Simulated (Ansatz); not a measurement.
What does this script print? It uses the Ansatz DFT code, driven from Python.

Input file `c3h4bbr.xyz`:
```text
9

Br    0.40490   -2.94060    0.84240
B     0.17360   -0.99060    0.26180
C     1.04490    0.16110   -0.37610
C     0.12280    1.08410   -0.37270
C    -0.87220    0.07270    0.19460
H     2.11730    0.21620   -0.66910
H    -0.01980    2.11110   -0.67390
H    -1.66420   -0.15670   -0.49010
H    -1.21880    0.39650    1.26610
```

`methods_c3h4bbr.py`
```python
"""C3H4BBr at several levels of theory."""

from pathlib import Path

import ansatz as az
import numpy as np

mol = az.Crystal.molecule_from_extxyz("c3h4bbr.xyz")

job = mol.calculation().basis(gaussian="def2-SVP")

print("functional    E (Ha)        dipole (D)   HOMO (eV)  LUMO (eV)")
for name in ["r2scan", "cam_b3lyp", "hse06", "blyp", "lc_wpbe", "b3lyp"]:
    data = job.functional(name).forces().orbitals().run(threads=1, runs_dir="runs").report
    lines = Path(data["orbitals_path"]).read_text().splitlines()
    field_of = lambda key: [line.split("=")[1].strip() for line in lines if line.startswith(key)]
    orbitals = [(27.211386 * float(e), s, float(n)) for e, s, n in zip(field_of("Ene="), field_of("Spin="), field_of("Occup="))]
    homo = max(e for e, _, n in orbitals if n > 0.5)
    lumo = min(e for e, _, n in orbitals if n < 0.5)
    dipole = 4.803205 * np.linalg.norm(data["charge_distribution"]["dipole_moment_e_ang"])
    print(f"{name:10s} {data['free_energy_ev'] / 27.211386246:14.6f} {dipole:9.3f} {homo:11.3f} {lumo:10.3f}")
```

```console
$ python methods_c3h4bbr.py
functional    E (Ha)        dipole (D)   HOMO (eV)  LUMO (eV)
r2scan       -2715.157997     2.063      -6.463     -2.672
cam_b3lyp    -2715.291096     2.033      -8.825     -0.697
hse06        -2714.782314     2.063      -7.101     -2.324
blyp         -2715.206296     1.776      -5.990     -2.606
lc_wpbe      -2714.799328     2.191     -10.225      0.355
b3lyp        -2715.289182     1.953      -7.239     -2.049
```

Notes:
- Total energies depend on the basis set; only differences at equal settings carry meaning.
- The geometry is a force-field or estimated start, not a minimum of this method, and the basis set is short of its limit. A lower total doesn't mark the better method: functionals have no common bound, and MP2 and coupled cluster aren't variational.
- b3lyp holds the VWN-RPA fit, as in Gaussian; the form of ORCA and Turbomole is b3lyp5.
- Levels such as HOMO and LUMO are orbital energies: with these approximate functionals they aren't the ionisation energy and electron affinity, and their gap isn't the fundamental gap.
- hse06 follows the composition of plane-wave codes, whose totals differ by tens of mHa, up to about 0.1 Ha, from the form usual in Gaussian-basis programs (wpbeh).
- Run time: 32 s on 1 thread of Intel(R) Xeon(R) Platinum 8259CL CPU @ 2.50GHz (Skylake/Cascade Lake), with other jobs on the host, peak memory 0.35 GiB.

(Lines on the test bed's own set-up are left out of the output.)
